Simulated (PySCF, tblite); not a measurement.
# C4H5F3O2SSe: excited states

What do calculations give for the excited states of C4H5F3O2SSe (`C[Se]/C=C/S(=O)(=O)C(F)(F)F`)?

Computed with tblite 0.8.0 and PySCF 2.14.0 and routines of our own; the level stands in each step. Atoms count from 0.

## (1) The system as given

16 atoms, charge 0, multiplicity 1; geometry from: force field or distance geometry start.

## (2) Relaxing the molecule with GFN2-xTB

The job: settings as JSON, then the geometry in Å.

```
{"job": {"kind": "relax", "xc": "GFN2-xTB", "basis": "xTB"}, "charge": 0, "multiplicity": 1}
C      2.938100     0.258600     0.303600
Se     2.491800    -0.184100    -1.548600
C      0.639100     0.148400    -1.229400
C     -0.180000    -0.822100    -0.838800
S     -1.884000    -0.527100    -0.512400
O     -2.485500     0.229300    -1.676300
O     -2.594200    -1.837900    -0.381400
C     -2.065600     0.414900     0.988200
F     -1.456300     1.639000     0.846700
F     -1.491800    -0.276500     2.036400
F     -3.418700     0.591400     1.247100
H      2.618900     1.303200     0.519900
H      2.396500    -0.428200     1.004200
H      4.028000     0.163100     0.454800
H      0.245000     1.165100    -1.384600
H      0.211100    -1.828100    -0.663000
```

Run with:

```console
$ OMP_NUM_THREADS=1 python excited_run.py task.json out
```

The driver reads the jobs from task.json and runs them one after another.

Output:

```text
step      E/eV     max force
  0   -1081.54754    7.546
  1   -1082.28503    2.034
  2   -1082.37529    0.675
  3   -1082.40859    0.546
  4   -1082.42598    0.330
  5   -1082.42979    0.183
  6   -1082.43178    0.147
  7   -1082.43534    0.196
  8   -1082.43816    0.257
  9   -1082.44088    0.151
 10   -1082.44274    0.106
 11   -1082.44465    0.164
 12   -1082.44734    0.225
 13   -1082.45041    0.204
 14   -1082.45271    0.134
 15   -1082.45440    0.133
 16   -1082.45637    0.145
 17   -1082.45887    0.159
 18   -1082.46156    0.164
 19   -1082.46395    0.146
 20   -1082.46582    0.128
 21   -1082.46731    0.122
 22   -1082.46872    0.096
 23   -1082.47008    0.127
 24   -1082.47142    0.110
 25   -1082.47274    0.120
 26   -1082.47387    0.089
 27   -1082.47483    0.088
 28   -1082.47575    0.104
 29   -1082.47676    0.110
 30   -1082.47777    0.091
 31   -1082.47871    0.076
 32   -1082.47972    0.130
 33   -1082.48115    0.162
 34   -1082.48318    0.157
 35   -1082.48550    0.135
 36   -1082.48776    0.110
 37   -1082.49023    0.120
 38   -1082.49349    0.212
 39   -1082.49831    0.276
 40   -1082.50433    0.218
 41   -1082.50387    0.442
 42   -1082.51439    0.232
 43   -1082.51972    0.213
 44   -1082.54017    0.371
 45   -1082.55076    0.348
 46   -1082.56944    0.313
 47   -1082.57463    0.355
 48   -1082.58560    0.290
 49   -1082.59250    0.225
 50   -1082.60463    0.253
 51   -1082.61220    0.338
 52   -1082.62453    0.347
 53   -1082.63231    0.342
 54   -1082.63742    0.201
 55   -1082.64026    0.202
 56   -1082.64353    0.133
 57   -1082.64593    0.116
 58   -1082.64834    0.112
 59   -1082.64997    0.122
 60   -1082.65164    0.154
 61   -1082.65371    0.178
 62   -1082.65707    0.193
 63   -1082.66239    0.196
 64   -1082.66987    0.272
 65   -1082.67810    0.277
 66   -1082.68533    0.256
 67   -1082.69126    0.195
 68   -1082.69744    0.168
 69   -1082.70323    0.184
 70   -1082.70751    0.338
 71   -1082.71092    0.285
 72   -1082.71460    0.227
 73   -1082.72032    0.186
 74   -1082.72411    0.180
 75   -1082.72869    0.219
 76   -1082.73259    0.170
 77   -1082.73757    0.195
 78   -1082.74295    0.201
 79   -1082.74629    0.137
 80   -1082.74902    0.173
 81   -1082.75176    0.144
 82   -1082.75453    0.196
 83   -1082.75750    0.182
 84   -1082.76010    0.136
 85   -1082.76238    0.121
 86   -1082.76489    0.139
 87   -1082.76914    0.188
 88   -1082.77419    0.228
 89   -1082.77944    0.218
 90   -1082.78437    0.165
 91   -1082.78864    0.272
 92   -1082.79403    0.207
 93   -1082.79842    0.150
 94   -1082.80168    0.105
 95   -1082.80267    0.065
 96   -1082.80337    0.054
 97   -1082.80382    0.054
 98   -1082.80405    0.036
 99   -1082.80449    0.044
100   -1082.80505    0.056
101   -1082.80558    0.049
102   -1082.80600    0.055
103   -1082.80637    0.066
104   -1082.80686    0.089
105   -1082.80767    0.105
106   -1082.80877    0.098
107   -1082.80989    0.074
108   -1082.81096    0.086
109   -1082.81222    0.095
110   -1082.81394    0.119
111   -1082.81622    0.136
112   -1082.81835    0.099
113   -1082.81988    0.088
114   -1082.82061    0.074
115   -1082.82150    0.066
116   -1082.82240    0.057
117   -1082.82296    0.060
118   -1082.82341    0.058
119   -1082.82407    0.058
120   -1082.82482    0.058
121   -1082.82569    0.053
122   -1082.82640    0.066
123   -1082.82683    0.035
124   -1082.82711    0.042
125   -1082.82742    0.038
126   -1082.82776    0.035
127   -1082.82796    0.028
128   -1082.82803    0.027
129   -1082.82807    0.019
130   -1082.82811    0.012
131   -1082.82819    0.014
132   -1082.82823    0.013
133   -1082.82826    0.010
```

Run time: 1.3 s. Hardware: 1 thread of Arm Neoverse V1, shared host.

Relaxation path: (not every step is listed)

```tsv
step	energy from step 0 (eV)	largest force (eV/Å)
0	0.0000	7.5465
1	-0.7375	2.0341
2	-0.8277	0.6747
3	-0.8610	0.5457
4	-0.8784	0.3299
5	-0.8822	0.1825
6	-0.8842	0.1475
7	-0.8878	0.1957
8	-0.8906	0.2567
20	-0.9183	0.1280
32	-0.9322	0.1300
44	-0.9926	0.3711
56	-1.0960	0.1333
68	-1.1499	0.1683
80	-1.2015	0.1735
92	-1.2465	0.2071
104	-1.2593	0.0889
116	-1.2749	0.0570
128	-1.2805	0.0273
129	-1.2805	0.0191
130	-1.2806	0.0124
131	-1.2806	0.0140
132	-1.2807	0.0131
133	-1.2807	0.0095
```

Close pairs (by a distance rule), those that changed most:

```tsv
bond	before (Å)	after (Å)	change (Å)
S4–C7	1.781	1.899	+0.118
S4–O5	1.513	1.428	-0.085
S4–O6	1.497	1.427	-0.069
C7–F10	1.389	1.322	-0.067
Se1–C2	1.909	1.853	-0.057
C7–F9	1.381	1.335	-0.046
C7–F8	1.375	1.336	-0.039
C0–H12	1.121	1.087	-0.034
```

The end geometry stands in the next job.

## (3) Infrared spectrum with GFN2-xTB

The job: settings as JSON, then the geometry in Å.

```
{"job": {"kind": "ir", "xc": "GFN2-xTB", "basis": "xTB"}, "charge": 0, "multiplicity": 1}
C      3.079338    -0.138336     0.164809
Se     2.345281     0.924645    -1.297874
C      0.560118     0.437774    -1.207938
C     -0.016633    -0.409606    -0.362158
S     -1.758677    -0.651579    -0.500935
O     -2.252802    -0.116669    -1.728946
O     -2.132564    -1.966734    -0.091262
C     -2.379028     0.518341     0.859782
F     -1.906293     1.745505     0.625276
F     -1.899590     0.124214     2.041291
F     -3.697901     0.573187     0.927419
H      2.626862     0.175585     1.101407
H      2.889794    -1.191142    -0.025878
H      4.150129     0.044616     0.193108
H     -0.062520     0.910853    -1.956159
H      0.446889    -0.971710     0.424572
```

Output:

```text
mode    cm-1     km/mol
  1      25.5      0.30
  2      30.3      1.21
  3      40.9      0.52
  4     104.4      5.13
  5     129.2      3.26
  6     135.9      7.47
  7     158.9      2.44
  8     170.9      1.28
  9     202.7      0.61
 10     230.8      1.12
 11     262.6      1.12
 12     290.6      1.00
 13     302.6      1.90
 14     362.6     15.46
 15     455.5    103.06
 16     472.6      2.07
 17     488.9    164.38
 18     495.2    188.72
 19     573.3     19.49
 20     636.5     41.33
 21     662.0     16.72
 22     702.4     13.44
 23     773.4    185.79
 24     876.1     11.27
 25     877.3     39.48
 26     938.7     21.42
 27    1063.6    153.44
 28    1081.5     69.30
 29    1092.8    181.78
 30    1128.4     41.78
 31    1163.2    518.02
 32    1207.7     14.28
 33    1283.0      1.88
 34    1296.0    470.62
 35    1424.7      7.26
 36    1428.7      8.85
 37    1570.3    304.15
 38    3015.2      0.77
 39    3028.1      5.62
 40    3037.2      1.01
 41    3048.1      0.94
 42    3148.4     17.20
```

Run time: 0.8 s. Hardware: 1 thread of Arm Neoverse V1, shared host.

The strongest bands and the atoms that carry them (share of the mass-weighted mode):

```tsv
cm⁻¹	km/mol	atoms
489	164.4	S4 36 %, O5 26 %, O6 24 %
495	188.7	S4 31 %, F8 12 %, O5 11 %, F9 10 %
773	185.8	C3 53 %, S4 20 %, H15 12 %
1064	153.4	H15 33 %, C7 27 %
1093	181.8	C7 71 %, F9 17 %
1163	518.0	C7 28 %, O5 22 %, O6 20 %, S4 16 %
1296	470.6	S4 43 %, O6 28 %, O5 26 %
1570	304.1	C2 49 %, C3 48 %
```

## (4) Excited states: TDA PBE0/def2-SVP

The job, as its differences from that of step 3:

```diff
@@ -1,2 +1,2 @@
-{"job": {"kind": "ir", "xc": "GFN2-xTB", "basis": "xTB"}, "charge": 0, "multiplicity": 1}
+{"job": {"kind": "states", "xc": "PBE0", "basis": "def2-SVP", "tda": true, "soc": true, "nstates": 6, "ntriplets": 5, "nquad": 4}, "charge": 0, "multiplicity": 1}
 C      3.079338    -0.138336     0.164809
```

Level: TDA PBE0/def2-SVP excited states, vertical, gas phase, spin-orbit mean-field couplings.

Output:

```text
coarse grid: 72992 points
cycle   1  E = -3402.7187438565  dE =  1.606e+00  |g| = 1.474e+00  |ddm| = 4.765e+00
cycle   2  E = -3401.3676146099  dE =  1.351e+00  |g| = 3.071e+00  |ddm| = 4.080e+00
cycle   3  E = -3403.1162890840  dE = -1.749e+00  |g| = 2.537e-01  |ddm| = 3.112e+00
cycle   4  E = -3403.1230374529  dE = -6.748e-03  |g| = 1.810e-01  |ddm| = 4.301e-01
cycle   5  E = -3403.1300961014  dE = -7.059e-03  |g| = 3.037e-02  |ddm| = 1.972e-01
cycle   6  E = -3403.1303194662  dE = -2.234e-04  |g| = 9.668e-03  |ddm| = 4.720e-02
cycle   7  E = -3403.1303390334  dE = -1.957e-05  |g| = 2.914e-03  |ddm| = 1.138e-02
cycle   8  E = -3403.1303408267  dE = -1.793e-06  |g| = 9.335e-04  |ddm| = 3.445e-03
final grid: 153744 points
cycle   9  E = -3403.1303543272  dE =  4.038e-07  |g| = 1.678e-03  |ddm| = 2.715e-03
cycle  10  E = -3403.1303526321  dE =  1.695e-06  |g| = 3.264e-03  |ddm| = 4.661e-03
cycle  11  E = -3403.1303549416  dE = -2.310e-06  |g| = 2.226e-04  |ddm| = 3.109e-03
cycle  12  E = -3403.1303549520  dE = -1.039e-08  |g| = 2.826e-05  |ddm| = 2.369e-04
cycle  13  E = -3403.1303549522  dE = -2.165e-10  |g| = 5.588e-06  |ddm| = 3.493e-05
converged SCF energy = -3403.1303549522

Singlet excitations
state   eV       nm        f     d(h-e)  d(exc)  Lambda  PR(NTO)  |dmu|/D   mu/D   main configurations
  1   5.2363   236.8   0.41823   1.564   3.202   0.653   1.098    2.908    8.337   H->L 0.89
  2   5.5023   225.3   0.02476   0.512   2.782   0.548   1.008    2.055    3.553   H->L+1 0.94
  3   5.7787   214.6   0.01079   1.738   3.380   0.466   1.016    5.365    2.392   H-1->L 0.97
  4   6.3517   195.2   0.00208   2.287   3.460   0.310   1.017    6.772    2.090   H-2->L 0.96
  5   6.7401   184.0   0.00382   0.374   3.079   0.583   1.311                     H->L+2 0.85
  6   6.9182   179.2   0.00328   1.663   3.404   0.445   1.161                     H-3->L 0.88

Triplet excitations (Tamm-Dancoff)
state   eV     d(h-e)  d(exc)  Lambda  PR(NTO)   main configurations
  1   3.5133   0.870   2.849   0.664   1.006   H->L 0.94
  2   4.9474   0.525   2.688   0.543   1.021   H->L+1 0.96
  3   5.4035   1.272   3.232   0.480   1.040   H-1->L 0.88
  4   5.6058   0.416   2.702   0.648   1.038   H-5->L 0.56, H-6->L 0.12, H-4->L 0.09
  5   5.9158   0.285   2.790   0.589   1.026   H->L+2 0.94
S1 - T1 = 1.7229 eV

Spin-orbit couplings |<S|Hso|T>| (cm-1)
             T1       T2       T3       T4       T5
S0       31.361  719.929  101.784   67.582  607.629
S1       34.285  234.831  239.565   42.055  230.892
S2      166.736   53.132   51.281   46.924  302.902
S3      190.070   18.498   33.766  139.688   20.962
S4       84.469   18.542   34.342   55.243   15.828
S5      266.756  276.899   40.456  101.987    7.273
S6      144.129   67.360   54.801  136.170   12.764
T1 sublevels (cm-1): 0.000 2.306 3.207   radiative rates (1/s): 219 68.1 227
```

Run time: 65 s. Hardware: 1 thread of Arm Neoverse V1, shared host; peak memory 0.91 GiB.

From this job:

```tsv
quantity	value
S1 less T1	1.72 eV
```

## (5) What came out

| quantity | value |
| --- | --- |
| strongest single infrared mode (GFN2-xTB) | 1163 cm⁻¹, 518 km/mol |
| zero-point energy (GFN2-xTB) | 56.3 kcal/mol |
| S1 less T1 (step 4, TDA PBE0/def2-SVP) | 1.72 eV |

No mode is imaginary among the 42: a minimum at this level. The strongest single mode, at 1163 cm⁻¹, is spread over several atoms, C7, O5, O6, S4 among them. GFN2-xTB is a fitted tight-binding method: band positions and strengths are rough. Its intensities can rank the bands wrongly. Scalar relativity is left out for the heavy atoms. In step 4, the number of triplets below S1 is 2, and the largest singlet-triplet spin-orbit coupling is S0–T2, 719.93 cm⁻¹.
